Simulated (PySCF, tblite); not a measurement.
# C5H7AlFN: dynamics, then NMR shifts on frames

Aim: move C5H7AlFN (`Fc1cccc[n+]1[AlH3-]`) away from its starting geometry and see how NMR shifts follow the geometry.

Computed with tblite 0.8.0 and PySCF 2.14.0, with density-fitted response routines of our own, on a single molecule in the gas phase. Atoms count from 0, in the outputs and in this text.

**1. The starting structure**

15 atoms, charge 0, multiplicity 1; geometry from: GFN2-xTB.

Bonds of the start (Å): F0–C1 1.32, C1–C2 1.38, C2–C3 1.39, C3–C4 1.39, C4–C5 1.38, C5–N6 1.33, N6–Al7 2.02, N6–C1 1.31, C2–H8 1.08, C3–H9 1.08, C4–H10 1.08, C5–H11 1.08, Al7–H12 1.57, Al7–H13 1.57, Al7–H14 1.57.

**2. Thermal motion with GFN2-xTB**

What the job is given:

```
{"job": {"kind": "md", "xc": "GFN2-xTB", "basis": "xTB", "temperature": 600, "steps": 2000, "every": 50, "frames": 5}, "charge": 0, "multiplicity": 1}
F      0.495015    -2.168505    -0.162889
C     -0.172965    -1.028539    -0.094191
C     -1.557490    -1.016511    -0.089306
C     -2.174218     0.222366    -0.015399
C     -1.391667     1.369138     0.048490
C     -0.016114     1.235277     0.037810
N      0.575189     0.050468    -0.032862
Al     2.550532    -0.343205     0.049069
H     -2.112697    -1.938794    -0.140703
H     -3.251250     0.290253    -0.005884
H     -1.842969     2.346213     0.105952
H      0.662319     2.074846     0.085908
H      2.715797    -1.074024    -1.329207
H      2.984982     1.166640     0.139049
H      2.531122    -1.177632     1.382250
```

Method: GFN2-xTB Langevin dynamics, gas phase.

On the command line:

```console
$ OMP_NUM_THREADS=1 python probes_run.py task.json out
```

The driver reads the jobs from task.json and runs them one after another.

The log of the run:

```text
t/fs     T/K      E/eV
    0.0   478.5   -626.44009
   25.0   256.1   -625.75331
   50.0   444.2   -626.06995
   75.0   338.4   -625.79619
  100.0   343.3   -625.65983
  125.0   446.2   -625.60308
  150.0   549.3   -625.77980
  175.0   578.2   -625.43797
  200.0   475.5   -625.13599
  225.0   583.1   -625.34381
  250.0   580.4   -625.32017
  275.0   770.1   -625.57730
  300.0   611.7   -624.97220
  325.0   530.8   -625.44849
  350.0   488.3   -625.25770
  375.0   592.9   -625.38320
  400.0   993.6   -625.69810
  425.0   934.3   -625.34842
  450.0   780.6   -625.05296
  475.0   693.0   -624.97163
  500.0   796.1   -625.12706
  525.0   635.7   -625.07765
  550.0   619.8   -625.35824
  575.0   683.8   -625.54881
  600.0   608.0   -625.49297
  625.0   589.4   -625.30893
  650.0   729.6   -625.58995
  675.0   715.2   -625.24176
  700.0   867.4   -625.50933
  725.0   526.2   -625.29335
  750.0   777.4   -625.45559
  775.0   776.4   -625.56169
  800.0   581.8   -625.57598
  825.0   737.2   -625.60360
  850.0   701.7   -625.62849
  875.0   474.4   -625.41713
  900.0   522.3   -625.70022
  925.0   383.2   -625.58766
  950.0   648.7   -625.61600
  975.0   484.1   -625.47309
 1000.0   527.8   -625.47946
```

Wall time 16 s (1 thread of Intel Xeon at 2.60GHz, shared host); peak memory 0.18 GiB.

Distance from the start (root mean square after alignment): 0 fs 0.00 Å, 200 fs 0.20 Å, 400 fs 0.64 Å, 600 fs 0.22 Å, 800 fs 1.23 Å, 1000 fs 0.88 Å.

Positions (Å) and forces (eV/Å) at 1000 fs:

```xyz
15

F    -1.645   -1.540    1.067   -1.447   -1.372    0.892
C    -1.131   -0.491    0.513   -1.512    0.141   -0.313
C    -1.919    0.635    0.246    2.498   -0.297   -0.489
C    -1.225    1.736   -0.273   -3.215   -0.491    1.345
C     0.125    1.645   -0.449   -0.004    2.023   -0.237
C     0.718    0.471   -0.248    1.801   -2.850    0.674
N     0.089   -0.672    0.204    3.828    2.175   -1.151
Al    1.765   -2.078    0.585    0.205    0.156    0.110
H    -2.937    0.577    0.442   -1.381    0.209    0.303
H    -1.943    2.549   -0.281    0.943    0.675   -0.703
H     0.756    2.499   -0.651   -0.260    0.099   -0.303
H     1.818    0.471   -0.370   -0.583   -0.766    0.044
H     2.701   -1.888   -0.818   -0.624    0.072    0.679
H     2.252   -1.443    1.990   -0.072    0.226   -0.527
H     1.114   -3.455    0.902   -0.179   -0.001   -0.323
```

**3. Nuclear shieldings: 250 fs, PBE0/pcSseg-1**

What the job is given:

```
{"job": {"kind": "nmr", "xc": "PBE0", "basis": "pcSseg-1", "pop": false}, "charge": 0, "multiplicity": 1}
F     -0.006100    -2.165200    -0.685200
C     -0.616100    -0.982400    -0.354200
C     -1.918000    -0.698200    -0.724900
C     -2.526000     0.555000    -0.474800
C     -1.838900     1.480000     0.285700
C     -0.444300     1.215000     0.613300
N      0.123900     0.097800     0.062700
Al     2.056400    -0.469100     0.603300
H     -2.440200    -1.533500    -1.260500
H     -3.486200     0.696000    -0.767200
H     -2.269500     2.373900     0.630000
H      0.151200     1.788000     1.236200
H      2.566500    -1.434200    -0.479800
H      2.538900     1.227000     0.486900
H      1.664100    -1.223700     1.962400
```

Method: GIAO PBE0/pcSseg-1 NMR shielding, non-relativistic, gas phase.

The log of the run:

```text
coarse grid: 13544 points
cycle   1  E = -591.0440898149  dE =  1.004e+00  |g| = 5.372e-01  |ddm| = 3.618e+00
cycle   2  E = -590.9782371733  dE =  6.585e-02  |g| = 8.236e-01  |ddm| = 9.504e-01
cycle   3  E = -591.1070354948  dE = -1.288e-01  |g| = 8.810e-02  |ddm| = 5.994e-01
cycle   4  E = -591.1080418006  dE = -1.006e-03  |g| = 6.861e-02  |ddm| = 1.377e-01
cycle   5  E = -591.1091534295  dE = -1.112e-03  |g| = 8.883e-03  |ddm| = 5.195e-02
cycle   6  E = -591.1091648494  dE = -1.142e-05  |g| = 3.927e-03  |ddm| = 8.288e-03
cycle   7  E = -591.1091684991  dE = -3.650e-06  |g| = 8.969e-04  |ddm| = 3.570e-03
final grid: 128136 points
cycle   8  E = -591.1616778007  dE = -3.600e-05  |g| = 6.868e-03  |ddm| = 3.234e-02
cycle   9  E = -591.1616696441  dE =  8.157e-06  |g| = 9.761e-03  |ddm| = 1.377e-02
cycle  10  E = -591.1616886638  dE = -1.902e-05  |g| = 1.395e-03  |ddm| = 7.889e-03
cycle  11  E = -591.1616890362  dE = -3.724e-07  |g| = 2.650e-04  |ddm| = 1.227e-03
cycle  12  E = -591.1616890483  dE = -1.214e-08  |g| = 1.609e-04  |ddm| = 3.735e-04
cycle  13  E = -591.1616890549  dE = -6.564e-09  |g| = 2.673e-05  |ddm| = 1.594e-04
cycle  14  E = -591.1616890551  dE = -1.702e-10  |g| = 7.714e-06  |ddm| = 3.055e-05
converged SCF energy = -591.1616890551

GIAO shielding tensors (ppm)
atom      isotropic    diamagn.    paramagn.     s11        s22        s33       span
  0 F      212.755     474.527    -261.773    106.542    237.033    294.689    188.146
  1 C       -1.149     250.473    -251.622   -107.344     30.786     73.112    180.456
  2 C       61.660     256.452    -194.792    -20.257     37.686    167.552    187.808
  3 C       41.024     252.085    -211.061    -73.253     15.912    180.414    253.667
  4 C       50.702     256.695    -205.993    -60.453     29.287    183.271    243.724
  5 C       14.662     250.098    -235.436    -97.622      1.373    140.235    237.857
  6 N      -49.645     333.986    -383.632   -262.542   -112.383    225.988    488.530
  7 Al     425.876     794.774    -368.898    398.395    426.587    452.646     54.251
  8 H       23.789      27.713      -3.924     19.685     24.604     27.079      7.393
  9 H       24.142      30.789      -6.647     21.631     23.008     27.786      6.155
 10 H       24.136      30.579      -6.443     22.068     23.149     27.193      5.124
 11 H       22.202      32.649     -10.447     18.069     20.667     27.869      9.800
 12 H       27.049      30.414      -3.365     23.140     27.297     30.710      7.571
 13 H       25.929      28.537      -2.608     22.547     26.053     29.188      6.641
 14 H       26.798      29.488      -2.690     24.395     25.215     30.784      6.389
```

Run time: 32 s. Hardware: 1 thread of Intel Xeon at 2.60GHz, shared host; peak memory 0.84 GiB.

Shifts follow as δ = σ(reference) − σ, with reference shieldings (ppm) from runs at the same level and on the same kind of geometry: 1H TMS 31.72, 13C TMS 186.9, 19F CFCl3 170.9, 15N NH3 267.7, 27Al AlH4- 490.0. The references are single molecules in the gas phase, so shifts against H2O, NH3, PH3, H3PO4 or CFCl3 are not on the usual liquid scales and can be off by tens of ppm. Shifts against hydride references such as AlH4− lie on their own scale. Each atom is listed at this fixed geometry, with no averaging over motion; a spectrum would average atoms that exchange fast.

| atoms | environment | σ (ppm) | δ (ppm) |
| --- | --- | --- | --- |
| C1 | aromatic carbon bearing fluorine | -1.1 | 188.1 |
| C5 | aromatic CH next to a ring nitrogen | 14.7 | 172.3 |
| C3 | aromatic CH | 41.0 | 145.9 |
| C4 | aromatic CH | 50.7 | 136.2 |
| C2 | aromatic CH | 61.7 | 125.3 |
| H11 | hydrogen on an aromatic CH next to a ring nitrogen | 22.20 | 9.52 |
| H8 | hydrogen on an aromatic CH | 23.79 | 7.93 |
| H10 | hydrogen on an aromatic CH | 24.14 | 7.58 |
| H9 | hydrogen on an aromatic CH | 24.14 | 7.58 |
| H13 | hydrogen on an aluminium bonded to N | 25.93 | 5.79 |
| H14 | hydrogen on an aluminium bonded to N | 26.80 | 4.92 |
| H12 | hydrogen on an aluminium bonded to N | 27.05 | 4.67 |
| F0 | aryl fluorine | 212.8 | -41.8 |
| N6 | donor nitrogen of a Lewis adduct | -49.6 | 317.4 |
| Al7 | aluminium bonded to N, 3 H | 425.9 | 64.1 |

Ring of atoms C1, C2, C3, C4, C5, N6: NICS(0) -8.4, NICS(1) -10.5, NICS(1)zz -25.8 ppm (means of both faces).

Orbitals, density, ELF and potential are computed afterwards from the orbital file.

Frontier orbitals at PBE0/pcSseg-1, with the share of their density that lies nearest to each atom:

| orbital | energy (eV) | lies on |
| --- | --- | --- |
| HOMO | -7.04 | H13 64 %; H12 18 %; Al7 10 % |
| LUMO | -2.66 | N6 22 %; C3, C5 about 20 % each; C1, C2 about 9 % each |

ELF in a plane through or near 12 of the atoms.

Ten even steps from ' ' (0.00) to '@' (1.00):
```
                                                        
                                                        
                                                        
              ....      ====::      ::==::              
          ::**##**    ++@@@@%%..  ::@@@@@@==            
        ::##@@@@@@::  ##@@@@@@--..**@@@@@@%%            
        --##@@@@@@==  ++@@@@%%++++**@@@@@@++            
        ::**##%%##--    ==::##==@@++..**::              
        ..::..    ..--++####==**##::==##::....          
            ::####..##%%..****....++++::##@@@@@@..      
        ::::  ####  ##%%==##**....++::==@@@@@@@@--      
      ::**%%##==..  ..::**--::##++==%%****@@@@%%..      
      --##@@@@@@==    ..====++%%==##==--  ::--..        
      ::##@@@@##  ..##%%##**==++++%%@@%%::              
        --**##..  --%%++**##::  ++@@@@@@**              
                  ..++##%%##--  ==@@@@@@##              
                    ..--++==..    %%@@##..              
                                                        
                                                        
                                                        
```
The map spans 11.6 Å across and 9.8 Å up, centred on the molecule. Atoms in the plane (x, y in Å): F0 (-0.8, -2.3), C1 (0.0, -1.1), C2 (1.4, -1.2), C3 (2.2, -0.1), C4 (1.6, 1.2), C5 (0.2, 1.3), N6 (-0.5, 0.1), Al7 (-2.6, 0.1), H8 (1.8, -2.3), H9 (3.2, -0.2), H10 (2.2, 2.0), H11 (-0.4, 2.1).

On the surface of density 0.002 e/bohr³ the electrostatic potential runs, from the 1st to the 99th percentile, from -1.45 to 1.85 V.

**4. NMR shieldings: 425 fs, PBE0/pcSseg-1**

What the job is given:

```
{"job": {"kind": "nmr", "xc": "PBE0", "basis": "pcSseg-1", "pop": false}, "charge": 0, "multiplicity": 1}
F     -0.995200    -2.155200    -0.953900
C     -0.973000    -1.035800    -0.399800
C     -1.892000    -0.071700    -0.814700
C     -1.720800     1.236100    -0.234400
C     -1.011000     1.297600     0.933500
C     -0.207100     0.302000     1.259000
N     -0.035300    -0.831700     0.552700
Al     1.756300    -1.560200     0.867100
H     -2.638500    -0.357700    -1.658900
H     -2.405900     2.003900    -0.527300
H     -1.070600     2.099000     1.609300
H      0.400700     0.462000     2.099800
H      2.129100    -2.069000    -0.621100
H      2.561500    -0.079200     1.396900
H      1.557700    -2.559000     1.915400
```

Level: GIAO PBE0/pcSseg-1 NMR shielding, non-relativistic, gas phase.

The log of the run:

```text
coarse grid: 13544 points
cycle   1  E = -591.0514729908  dE =  1.433e+00  |g| = 5.265e-01  |ddm| = 3.644e+00
cycle   2  E = -591.0112987231  dE =  4.017e-02  |g| = 7.170e-01  |ddm| = 8.697e-01
cycle   3  E = -591.1116955392  dE = -1.004e-01  |g| = 8.829e-02  |ddm| = 5.219e-01
cycle   4  E = -591.1131994294  dE = -1.504e-03  |g| = 5.685e-02  |ddm| = 1.438e-01
cycle   5  E = -591.1139967548  dE = -7.973e-04  |g| = 7.687e-03  |ddm| = 4.961e-02
cycle   6  E = -591.1140061535  dE = -9.399e-06  |g| = 3.717e-03  |ddm| = 9.098e-03
cycle   7  E = -591.1140092066  dE = -3.053e-06  |g| = 1.162e-03  |ddm| = 3.841e-03
final grid: 128136 points
cycle   8  E = -591.1632115574  dE = -3.140e-05  |g| = 4.992e-03  |ddm| = 3.355e-02
cycle   9  E = -591.1632100495  dE =  1.508e-06  |g| = 5.614e-03  |ddm| = 1.029e-02
cycle  10  E = -591.1632178921  dE = -7.843e-06  |g| = 1.095e-03  |ddm| = 5.686e-03
cycle  11  E = -591.1632181425  dE = -2.504e-07  |g| = 2.588e-04  |ddm| = 1.159e-03
cycle  12  E = -591.1632181563  dE = -1.377e-08  |g| = 1.358e-04  |ddm| = 3.211e-04
cycle  13  E = -591.1632181599  dE = -3.643e-09  |g| = 1.898e-05  |ddm| = 1.018e-04
cycle  14  E = -591.1632181600  dE = -7.844e-11  |g| = 4.462e-06  |ddm| = 2.387e-05
converged SCF energy = -591.1632181600

GIAO shielding tensors (ppm)
atom      isotropic    diamagn.    paramagn.     s11        s22        s33       span
  0 F      245.294     471.459    -226.165    154.586    211.869    369.427    214.841
  1 C       11.891     247.014    -235.124    -80.316     26.338     89.649    169.965
  2 C       57.221     259.920    -202.699    -34.046     49.586    156.123    190.169
  3 C       28.507     251.137    -222.630    -85.431     -7.479    178.430    263.861
  4 C       69.858     257.334    -187.476    -38.559     63.269    184.864    223.423
  5 C       32.509     251.691    -219.182    -66.036     13.383    150.180    216.216
  6 N       16.112     334.523    -318.411   -130.541    -60.371    239.249    369.789
  7 Al     429.053     795.015    -365.962    414.004    427.386    445.771     31.767
  8 H       22.802      27.191      -4.389     19.441     23.541     25.424      5.983
  9 H       23.489      29.354      -5.866     21.223     22.560     26.683      5.459
 10 H       24.964      31.577      -6.613     21.919     25.245     27.728      5.809
 11 H       23.020      31.946      -8.925     18.059     22.522     28.480     10.420
 12 H       26.927      29.473      -2.546     23.276     26.813     30.691      7.416
 13 H       26.128      28.400      -2.272     22.255     26.528     29.601      7.346
 14 H       27.803      30.478      -2.675     25.055     25.838     32.517      7.462
```

Wall time 25 s (1 thread of Intel Xeon at 2.60GHz, shared host); peak memory 0.83 GiB.

This run: δ C1 175.0, C3 158.4, C5 154.4, C2 129.7, H8 8.92, H11 8.70 ppm.

(Part 1 of 2 ends here.)
